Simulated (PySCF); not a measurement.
# A diatomic session: MgTl+

The task here is to estimate one member of a computed series from the others.

Method: Mg def2-SVP, Tl def2-SVP with ECP60, scalar-relativistic core potentials; program: PySCF 2.14.0.

Set-up of the first run:

Settings of the job:

```
atoms                         : Mg, Tl
charge                        : 1
basis                         : Mg def2-SVP, Tl def2-SVP with ECP60
Hamiltonian                   : scalar-relativistic core potentials
basis functions               : 44
electrons treated             : 32
masses in u                   : 23.9850, 204.9744
levels                        : PBE0, PBE, r²SCAN, M06, B2PLYP, M06-2X, HF, MP2, SCS-MP2, CCSD, CCSD(T)
grid                          : 80 radial by 434 angular points
occupations                   : held fixed by the projection of orbital angular momentum
dissociation limit            : Mg + Tl+, each in its ground configuration
starting distance in angstrom : 2.885
values of 2S to try           : 0, 2
```

Run with:

```bash
OMP_NUM_THREADS=1 python dia.py task.json out
```

Among the steps run: Input; First curve: PBE0; Excited determinants; PBE; r²SCAN; M06 (hybrid meta-GGA); B2PLYP (double hybrid); M06-2X (hybrid meta-GGA); RHF (mean field); MP2 and coupled cluster.

One table of the session follows, with a row left open; its other results are not shown here.

Energy (eV) from each level's lowest point:

```
R (Å)    RHF  RHF-MP2  RHF-SCS-MP2  RHF-CCSD  RHF-CCSD(T)
2.889  0.360    0.228        0.260       n/a          n/a
3.023  0.206    0.106        0.130     0.119        0.110
3.158  0.106    0.038        0.053     0.046        0.040
3.258      ?        ?            ?         ?            ?
3.359  0.026    0.000        0.004     0.002        0.000
3.460  0.008    0.001        0.000     0.000        0.000
3.594  0.000    0.017        0.009     0.011        0.014
3.762  0.008    0.051        0.035     0.039        0.046
3.964  0.034    0.104        0.080     0.086        0.096
4.232  0.082    0.182        0.150       n/a          n/a
```

**Question.** Estimate the row for R (Å) = 3.258.

Worked estimate for «RHF». A straight line through the neighbours (3.158, 0.106) and (3.359, 0.026) gives 0.106 + (0.026 − 0.106) × (3.258 − 3.158) / (3.359 − 3.158) = 0.066; a parabola fitted to 4 rows on both sides gives 0.057.

As computed: RHF: 0.057; RHF-MP2: 0.011; RHF-SCS-MP2: 0.021; RHF-CCSD: 0.016; RHF-CCSD(T): 0.012. In «RHF» the line misses by +0.009 and the parabola by 0.000.

State 2 has its PBE0 minimum 1.77 eV higher. The other levels ran on the lowest alone.
